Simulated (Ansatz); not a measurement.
# GaHO (triplet): the correlation ladder, cc-pVDZ

The task here is to estimate one member of a computed series from the others.

Method: cc-pVDZ, core rule «outside noble gas», up to 15 orbitals frozen; program: Ansatz 0.2.0, Gaussian basis.

The runs, in order: UHF; CCSD(T) on ROHF; CCSD(T) on UHF; BCCD(T) on ROHF; CISD; CCSDT(Q) on ROHF; CCSDT(Q) on UHF; CCSDTQ on ROHF; CCSDTQ on UHF.

18 further runs of the same task are left out: 12 for a known fault of the program, 6 set aside as unsound or not needed.

## The system

The geometry is a PBE0/def2-TZVP stationary point (not a proven minimum). No spin-orbit coupling is included. The filled d shell of Ga may be among the frozen orbitals whatever the setting's name suggests; the logs give the count.

3 atoms, charge 0, spin multiplicity 3.

Atoms are counted from 1 here; the program's logs count them from 0.

Bond lengths: O1–Ga2 1.837 Å, Ga2–H3 1.606 Å. Angles: O1–Ga2–H3 111.2°.

Coordinates:

```xyz
3
GaHO
O     0.0000    0.0862    1.5022
Ga    0.0000   -0.0402   -0.3301
H     0.0000    1.4138   -1.0117
```

The first run:

File in.yaml:

```yaml
crystal:
  periodic: [false, false, false]
  atoms:
    - {symbol: O, position_ang: [0.000000, 0.086163, 1.502239]}
    - {symbol: Ga, position_ang: [0.000000, -0.040211, -0.330094]}
    - {symbol: H, position_ang: [0.000000, 1.413842, -1.011723]}
basis:
  gaussian: {orbitals: cc-pVDZ}
magnetization: {spin_polarized: true, initial_magnetization: 2}
hamiltonian: {xc: hf}
output: {orbitals: {seedname: orbitals}}
```

Started as:

```sh
$ ansatz run in.yaml --threads 1 --pin off --events-out ev --progress --plain --max-ram 4096MiB --backend cpu
```

Among the steps run: UHF; CCSD(T) on ROHF; CCSD(T) on UHF; BCCD(T) on ROHF; CISD; CCSDT(Q) on ROHF; CCSDT(Q) on UHF; CCSDTQ on ROHF; CCSDTQ on UHF.

One table of the session follows, with a row left open; its other results are not shown here.

```
   method  from UCCSDTQ (kJ/mol)
     ROHF                 +586.5
      UHF                 +570.3
     RMP2                      ?
     UMP2                  +76.6
    RCCSD                  +17.2
    UCCSD                  +16.2
 RCCSD(T)                   +4.6
 UCCSD(T)                   +4.0
  BCCD(T)                   +4.6
   RCCSDT                   +1.9
   UCCSDT                   +1.3
RCCSDT(Q)                   +0.8
UCCSDT(Q)                   -0.2
  RCCSDTQ                   +0.6
  UCCSDTQ                      0
```

Estimate the missing values for RMP2.

The run gave: from UCCSDTQ (kJ/mol): +78.1. In the column «from UCCSDTQ (kJ/mol)» it lies between UMP2 (+76.6) and UHF (+570.3).

Limits of these values: Restricted and unrestricted rows rest on different reference determinants; where their highest levels disagree by more than a few hundredths of an eV, they describe different states and don't form one ladder.
